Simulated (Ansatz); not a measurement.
# CH2ISi+ (SMILES [SiH+]=CI): single points off equilibrium

An exercise on one series of results from a longer session: the logs are not shown, and one member is left open.

Method: single points in def2-TZVPP; program: Ansatz 0.2.0, Gaussian basis.

Correlated methods freeze the cores. Filled d shells of the heavier atoms are correlated. Core potentials replace the inner electrons past krypton, and spin-orbit coupling is left out.

2 further runs of the same task are left out: 2 that didn't finish.

### Where the work starts

SMILES `[SiH+]=CI`, 5 atoms, charge 1, spin multiplicity 1.

Atoms are counted from 1 here; the program's logs count them from 0.

Bond lengths: Si1–C2 1.689 Å, Si1–H4 1.459 Å, C2–I3 2.148 Å, C2–H5 1.138 Å. Angles: C2–Si1–H4 175.6°, Si1–C2–I3 124.0°, Si1–C2–H5 112.8°, I3–C2–H5 121.9°.

As a file:

| atom | x (Å) | y (Å) | z (Å) |
| --- | --- | --- | --- |
| Si1 | -0.9265 | 0.4117 | -0.4859 |
| C2 | 0.2883 | -0.2822 | 0.4599 |
| I3 | 2.3346 | -0.4778 | -0.1645 |
| H4 | -1.8953 | 1.0641 | -1.3602 |
| H5 | -0.0280 | -0.4324 | 1.5431 |

Set-up of the first run:

Contents of run/in.yaml:

```yaml
crystal:
  periodic: [false, false, false]
  atoms:
    - {symbol: Si, position_ang: [-0.926535, 0.411723, -0.485865]}
    - {symbol: C, position_ang: [0.288338, -0.282171, 0.459878]}
    - {symbol: I, position_ang: [2.334564, -0.477808, -0.164501]}
    - {symbol: H, position_ang: [-1.895312, 1.064149, -1.360168]}
    - {symbol: H, position_ang: [-0.027954, -0.432427, 1.543054]}
basis:
  gaussian: {orbitals: def2-TZVPP}
total_charge: 1
hamiltonian: {xc: pbe, dispersion: d4}
output: {forces: true}
```

On the command line:

```sh
$ ansatz run in.yaml --threads 2 --pin off --events-out ev --progress --plain --max-ram 3481MiB
```

Among the steps run: PBE-D4/def2-TZVPP; r2SCAN-D4/def2-TZVPP; PBE0-D4/def2-TZVPP; wB97M-V/def2-TZVPP; CCSD(T)/def2-TZVPP.

One table of the session follows, with a row left open; its other results are not shown here.

| method | RMS force component (eV/Å) | angle to CCSD(T) forces (°) |
| --- | --- | --- |
| PBE-D4 | 0.595 | 12.8 |
| r2SCAN-D4 | 0.634 | 13.8 |
| PBE0-D4 | 0.663 | 21.1 |
| wB97M-V | ? | ? |
| CCSD(T) | 0.626 | reference |

Q: Estimate the row for wB97M-V from the others.

As computed: RMS force component (eV/Å): 0.653; angle to CCSD(T) forces (°): 29.5. In the column «RMS force component (eV/Å)» it lies between r2SCAN-D4 (0.634) and PBE0-D4 (0.663).
